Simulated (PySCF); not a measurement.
# [TbBr2]2+: other functionals and bases at one geometry

The task here is to estimate one member of a computed series from the others.

Computed with PySCF 2.14.0. Level: several levels, as the steps say, no spin–orbit coupling.

1 further run of the same task is left out (for a known fault of the program).

## Where the work starts

3 atoms, charge 2, spin multiplicity 1.

Bond lengths: Tb1–Br2 2.402 Å, Tb1–Br3 2.402 Å. Angles: Br2–Tb1–Br3 102.0°.

Geometry (Å):

```csv
atom,x (Å),y (Å),z (Å)
Tb1,0.0000,0.0000,-0.8264
Br2,1.8669,0.0000,0.6857
Br3,-1.8669,0.0000,0.6857
```

Formal oxidation states: Tb +4. Each metal's 7 4f electrons lie in its core potential, so multiplicities, spins and levels count the valence alone. An earlier session relaxed this geometry at PBE0, Tb lcecp-2-SVP with ECP53, Br def2-SVP (singlet, point group C2v).

At PBE0 on the finer grid: E = -5189.783675 Eh, frontier levels not given, since the 4f levels lie in the core, Mulliken charge on Tb1 +1.58 e, largest force component 0.006 eV/Å. 

Levels to run: wB97X; B3LYP; PBE0, TZVP. Hardware: 2 threads of Arm Neoverse V1, shared host.

The first run:

run.py (the lines that set the calculation) reads:

```python
mol = gto.M(atom='''
Tb     0.00000     0.00000    -0.82642
Br     1.86689     0.00000     0.68572
Br    -1.86689     0.00000     0.68572''',
    basis={'Tb': 'lcecp-2-SVP', 'Br': 'def2-SVP'},
    ecp={'Tb': 'lcecp-2-SVP'},
    charge=2, spin=0)
mf = dft.RKS(mol, xc='WB97X')
mf.grids.atom_grid = (75, 302)  # f atoms: unpruned, at least (60, 302)
mf = mf.density_fit()  # fitting sets: Tb AutoAux, Br def2-universal-JKFIT
mf.conv_tol = 1e-08; mf.max_cycle = 55
mf.kernel(dm0)  # dm0: the density of the relaxed state
```

Run with:

```console
$ OMP_NUM_THREADS=2 python run.py
```

Among the steps run: wB97X; B3LYP; PBE0, TZVP.

One table of the session follows, with a row left open; its other results are not shown here.

| level | charge on Tb1 (e) | dipole (D) | largest force component (eV/Å) |
| --- | --- | --- | --- |
| PBE0 (relaxed here) | 1.58 | 5.52 | 0.01 |
| wB97X | 1.63 | 6.07 | 0.38 |
| B3LYP | ? | ? | ? |
| PBE0, TZVP | 1.78 | 5.51 | 0.08 |

**Question.** Estimate the row for B3LYP.

**Answer.** charge on Tb1 (e): 1.51; dipole (D): 5.37; largest force component (eV/Å): 0.55. In the column «charge on Tb1 (e)» it is the lowest.

The dipole of a charged species depends on the origin, so these sizes hold for this origin alone.

The largest leftover force, 0.55 eV/Å with B3LYP, stands at a geometry relaxed at another level. With 4f in the core, its levels are missing from HOMO and gap, and its count is fixed, so no charge can pass from the ligands into it. Total energies of different levels can't be compared.
